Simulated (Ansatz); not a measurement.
Run this with Ansatz's Python interface and show what comes out.

`bend.py`:
```python
'''Bending curve of H4SSeSi.'''

import warnings

import ansatz as az
from ase import Atoms


def main() -> None:
    warnings.simplefilter('ignore', az.DeckWarning)

    atoms = Atoms(['S', 'Si', 'Se', 'H', 'H', 'H', 'H'], positions=[
        (-2.0511, 0.0655, -0.4497),
        (-0.11, 0.3562, 0.2936),
        (1.0413, -1.5636, -0.0419),
        (-1.5541, -0.1366, -1.7657),
        (0.5559, 1.456, -0.4355),
        (-0.161, 0.681, 1.7303),
        (2.3403, -0.9265, 0.6231),
    ])

    # relax first, so that the scan starts from a minimum
    first = (
        az.Crystal.molecule_from_ase(atoms).calculation()
        .basis(gaussian='def2-SVP')
        .functional('CAM-B3LYP')
        .relax(force_tolerance=0.02, max_steps=80)
    )
    atoms.positions = first.run().report['positions_ang']

    rows = []
    for angle in [90, 100, 110, 120, 135, 150, 165, 179]:
        bent = atoms.copy()
        bent.set_angle(1, 2, 6, angle, indices=[6])
        job = (
            az.Crystal.molecule_from_ase(bent).calculation()
            .basis(gaussian='def2-SVP')
            .functional('CAM-B3LYP')
        )
        rows.append((angle, job.run().report['free_energy_ev']))
    floor = min(e for _, e in rows)
    for angle, e in rows:
        print(f'angle Si1-Se2-H6 = {angle:3d} deg   {1000 * (e - floor):9.1f} meV')


if __name__ == '__main__':
    main()
```

```console
$ python bend.py
angle Si1-Se2-H6 =  90 deg         0.0 meV
angle Si1-Se2-H6 = 100 deg        18.8 meV
angle Si1-Se2-H6 = 110 deg       140.1 meV
angle Si1-Se2-H6 = 120 deg       354.3 meV
angle Si1-Se2-H6 = 135 deg       819.8 meV
angle Si1-Se2-H6 = 150 deg      1391.0 meV
angle Si1-Se2-H6 = 165 deg      1926.5 meV
angle Si1-Se2-H6 = 179 deg      2180.8 meV
```

The scan is rigid, and the energies are electronic, in a modest basis. The zero is the lowest point of the grid, which needn't be the minimum. Run time: 72 s on 1 thread of Arm Neoverse V1 (shared host), peak memory 0.3 GiB.
